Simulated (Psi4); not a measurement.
# [AlF4]− (SMILES [F][Al-]([F])([F])[F]) at B3LYP/aug-cc-pVDZ

Aim: the vertical ionisation energy of [AlF4]− at B3LYP/aug-cc-pVDZ, from 2 runs. 

Program for the calculation: Psi4 1.11.

6 further runs of the same task are left out: 5 that didn't finish, 1 set aside as unsound or not needed.

**1. Starting point**

[AlF4]−: 5 atoms, total charge -1, spin state singlet. As SMILES, `[F][Al-]([F])([F])[F]`. Geometry: a GFN2-xTB relaxation, a rough one for these elements and not checked as a minimum.

Bond lengths: Al1–F2 1.683 Å, Al1–F3 1.683 Å, Al1–F4 1.683 Å, Al1–F5 1.683 Å. Angles: F2–Al1–F3 109.4°, F2–Al1–F4 109.6°, F2–Al1–F5 109.5°, F3–Al1–F4 109.5°, F3–Al1–F5 109.5°, F4–Al1–F5 109.4°.

**2. Energy and forces at B3LYP/aug-cc-pVDZ**

alf4.in

```
memory 1600 mb

molecule mol {
  -1 1
  Al    -0.00011338     0.00013228     0.00028346
  F      0.02267671    -0.03494104     3.18050355
  F      2.99292934     0.02059801    -1.07604785
  F     -1.51427534     2.60262531    -1.02619687
  F     -1.50121733    -2.58841456    -1.07856119
  units au
  symmetry c1
  no_reorient
  no_com
}

set basis aug-cc-pVDZ
set puream true
set e_convergence 1e-09
set d_convergence 1e-08
set scf_type pk
set dft_radial_points 99
set dft_spherical_points 590

e, wfn = gradient('b3lyp', return_wfn=True)
oeprop(wfn, 'WIBERG_LOWDIN_INDICES', 'DIPOLE', 'LOWDIN_CHARGES', title='B3LYP')
print_variables()
```

Launch:

```bash
psi4 alf4.in alf4.out -n 1
```

alf4.out:

```text
[...]
  Running in c1 symmetry.
[...]
  Nuclear repulsion =  240.698527769025560
[...]
  Multiplicity = 1
[...]
  Nalpha       = 25
  Nbeta        = 25
[...]
    Number of basis functions: 119
[...]
   @RKS iter   1:  -641.95816968703696   -9.06277e-01   8.21877e-03 DIIS/ADIIS
[...]
   @RKS iter   9:  -642.27915892675207   -2.84217e-12   2.30734e-09 DIIS
[...]
    Orbital Energies [Eh]
    ---------------------
    Doubly Occupied:
       1A    -55.885967     2A    -24.472432     3A    -24.472388
       4A    -24.472371     5A    -24.472367     6A     -3.966130
       7A     -2.519764     8A     -2.519757     9A     -2.519748
      10A     -0.961351    11A     -0.944417    12A     -0.944359
      13A     -0.944329    14A     -0.301142    15A     -0.252686
      16A     -0.252629    17A     -0.252590    18A     -0.217477
      19A     -0.217373    20A     -0.211500    21A     -0.211487
      22A     -0.211481    23A     -0.188377    24A     -0.188338
      25A     -0.188312
[...]
  @RKS Final Energy:  -642.27915892675207
   => Energetics <=
    Nuclear Repulsion Energy =            240.6985277690255600
    One-Electron Energy =               -1387.1203790566237330
    Two-Electron Energy =                 553.3949840935920292
    DFT Exchange-Correlation Energy =     -49.2522917327459169
    Empirical Dispersion Energy =           0.0000000000000000
    VV10 Nonlocal Energy =                  0.0000000000000000
    Total Energy =                       -642.2791589267520749
[...]
  -Total Gradient:
     Atom            X                  Y                   Z
    ------   -----------------  -----------------  -----------------
       1        0.000032587983    -0.000028021223     0.000119074168
       2       -0.000054960181     0.000134915429    -0.018413532611
       3       -0.017227417289    -0.000106461787     0.006200486434
       4        0.008651787675    -0.014994720157     0.005767899953
       5        0.008610351366     0.014953118963     0.006175679795
[...]
 Multipole Moments:
 ------------------------------------------------------------------------------------
     Multipole            Electronic (a.u.)      Nuclear  (a.u.)        Total (a.u.)
 ------------------------------------------------------------------------------------
 L = 1.  Multiply by 2.5417464519 to convert [e a0] to [Debye]
 Dipole X            :          0.0003105           -0.0004535           -0.0001430
 Dipole Y            :         -0.0003042            0.0005291            0.0002250
 Dipole Z            :         -0.0001750            0.0009637            0.0007888
 Magnitude           :                                                    0.0008326
[...]
```

Wall time 83 s (1 thread of Intel Xeon Platinum 8175M at 2.50GHz (Skylake/Cascade Lake), shared host); peak memory 0.8 GiB.

**3. Doublet neutral AlF4**

alf4.in

```
memory 1600 MB

molecule mol {
  0 2
  Al    -0.000060     0.000070     0.000150
  F      0.012000    -0.018490     1.683050
  F      1.583790     0.010900    -0.569420
  F     -0.801320     1.377250    -0.543040
  F     -0.794410    -1.369730    -0.570750
  symmetry c1
}

set globals {
  basis aug-cc-pVDZ
  reference uks
  puream true
  e_convergence 1e-09
  d_convergence 1e-08
  scf_type pk
  dft_radial_points 99
  dft_spherical_points 590
  maxiter 200
}

result, w = gradient('b3lyp', return_wfn=True)
print_variables()
```

Launch:

```bash
psi4 alf4.in alf4.out -n 1
```

alf4.out:

```text
[...]
  Running in c1 symmetry.
[...]
  Nuclear repulsion =  240.698527618885635
[...]
  Multiplicity = 2
[...]
  Nalpha       = 25
  Nbeta        = 24
[...]
    Number of basis functions: 119
[...]
   @UKS iter   1:  -641.84236282401730   -7.90470e-01   5.70697e-03 DIIS/ADIIS
[...]
   @UKS iter  30:  -641.99602978760822    3.41061e-13   4.94782e-09 DIIS
[...]
   @S^2 Observed:                7.557599948E-01
[...]
    Orbital Energies [Eh]
    ---------------------
    Alpha Occupied:
       1A    -56.154038     2A    -24.763688     3A    -24.763678
       4A    -24.763660     5A    -24.763575     6A     -4.233396
       7A     -2.787081     8A     -2.787074     9A     -2.787013
      10A     -1.244005    11A     -1.227915    12A     -1.227873
      13A     -1.227790    14A     -0.568989    15A     -0.527239
      16A     -0.527133    17A     -0.521259    18A     -0.508610
      19A     -0.494058    20A     -0.494041    21A     -0.486012
      22A     -0.483477    23A     -0.480707    24A     -0.462981
      25A     -0.462955
    Alpha Virtual:
[...]
  @UKS Final Energy:  -641.99602978760822
   => Energetics <=
    Nuclear Repulsion Energy =            240.6985276188856346
    One-Electron Energy =               -1373.7265972351028722
    Two-Electron Energy =                 539.9450639278306880
    DFT Exchange-Correlation Energy =     -48.9130240992217509
    Empirical Dispersion Energy =           0.0000000000000000
    VV10 Nonlocal Energy =                  0.0000000000000000
    Total Energy =                       -641.9960297876082223
[...]
 Multipole Moments:
 ------------------------------------------------------------------------------------
     Multipole            Electronic (a.u.)      Nuclear  (a.u.)        Total (a.u.)
 ------------------------------------------------------------------------------------
 L = 1.  Multiply by 2.5417464519 to convert [e a0] to [Debye]
 Dipole X            :         -0.0001354           -0.0000228           -0.0001582
 Dipole Y            :          0.0003019            0.0000266            0.0003286
 Dipole Z            :         -0.0003426            0.0000578           -0.0002848
 Magnitude           :                                                    0.0004627
[...]
  -Total Gradient:
     Atom            X                  Y                   Z
    ------   -----------------  -----------------  -----------------
       1        0.000042771218    -0.000034496580     0.000050664894
       2       -0.001367934634     0.002320226612    -0.015157195863
       3       -0.014662336775    -0.002293409722     0.003857819214
       4        0.006736618198    -0.011641752394     0.007200537636
       5        0.009259497028     0.011607272976     0.003890616405
[...]
```

Wall time 3.1 min (1 thread of Intel Xeon Platinum 8175M at 2.50GHz (Skylake/Cascade Lake), shared host); peak memory 0.79 GiB.

**4. Summary of results**

Level: B3LYP/aug-cc-pVDZ.

| quantity | value |
| --- | --- |
| singlet [AlF4]−: total energy | -642.27916 Eh |
| singlet [AlF4]−: HOMO energy | -5.12 eV |
| singlet [AlF4]−: LUMO energy | 3.33 eV |
| singlet [AlF4]−: HOMO–LUMO gap (to an unbound level, set by the basis) | 8.46 eV |
| singlet [AlF4]−: largest force on an atom | 0.947 eV/Å |
| doublet neutral AlF4: total energy | -641.99603 Eh |
| doublet neutral AlF4: dipole moment | 0.00 D |
| doublet neutral AlF4: HOMO energy (highest over α and β) | -11.81 eV |
| doublet neutral AlF4: LUMO energy (lowest over α and β) | -10.33 eV |
| doublet neutral AlF4: ⟨S²⟩ | 0.756 |
| doublet neutral AlF4: largest force on an atom | 0.792 eV/Å |
| vertical detachment energy (to the doublet neutral) | 7.704 eV |

The vertical ionisation energy comes to 7.70 eV (743 kJ/mol). The largest force (singlet [AlF4]−) is 0.95 eV/Å: the shape isn't a stationary point for this species at this level. The negative HOMO energy of the first species, 5.12 eV, lies 2.58 eV below that difference.
